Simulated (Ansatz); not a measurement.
# CuRu2: the cost of one run

Method: DFT PBE, scalar-relativistic, plane waves, PAW, in Ansatz 0.2.0.

## 1. The structure to begin with

Symmetry: Fd-3m, No. 227, cubic system. The conventional cell has a = 6.844 Å, b = 6.844 Å, c = 6.844 Å, α = 90.00°, β = 90.00°, γ = 90.00°. Around Cu (site symmetry -43m) lie 12 Ru at 2.84 Å and 4 Cu at 2.96 Å. Around Ru (site symmetry -3m) lie 6 Ru at 2.42 Å.

As a file:

```
CELL_PARAMETERS angstrom
0.00000 3.42203 3.42203
3.42203 0.00000 3.42203
3.42203 3.42203 0.00000
ATOMIC_POSITIONS crystal
Cu 0.50000 0.50000 0.50000
Cu 0.75000 0.75000 0.75000
Ru 0.12500 0.12500 0.12500
Ru 0.62500 0.12500 0.12500
Ru 0.12500 0.62500 0.12500
Ru 0.12500 0.12500 0.62500
```

A structure generator made this guess: species swapped into a database cell of CeAl2 (Fd-3m, No. 227), with Cu on the Ce sites and Ru on the Al sites. The dimensions are guesses.

## 2. The guess as it stands, on a coarse mesh

Contents of input.yaml:

```yaml
crystal:
  lattice:
    - [0.0, 3.42202715, 3.42202715]
    - [3.42202715, 0.0, 3.42202715]
    - [3.42202715, 3.42202715, 0.0]
  atoms:
    - { symbol: Cu, position: [0.5, 0.5, 0.5] }
    - { symbol: Cu, position: [0.75, 0.75, 0.75] }
    - { symbol: Ru, position: [0.125, 0.125, 0.125] }
    - { symbol: Ru, position: [0.625, 0.125, 0.125] }
    - { symbol: Ru, position: [0.125, 0.625, 0.125] }
    - { symbol: Ru, position: [0.125, 0.125, 0.625] }
basis:
  ecutwfc: 420
kpoints:
  mp_grid: { grid: [4, 4, 4] }
hamiltonian:
  xc: pbe
scf:
  occupations: { method: gaussian, width: 0.1 }
  lower_state_search: "off"
output:
  forces: true
  stress: true
  eigenvalues: true
```

Run with:

```console
ansatz run input.yaml --threads 1 --pin off --max-ram 2560MiB --backend cpu --events-out ev --progress --plain --runs-dir out
```

What time and memory should one allow on 1 thread of Arm Neoverse V2, shared host?

About 2.9 s, with a peak of 0.35 GiB.
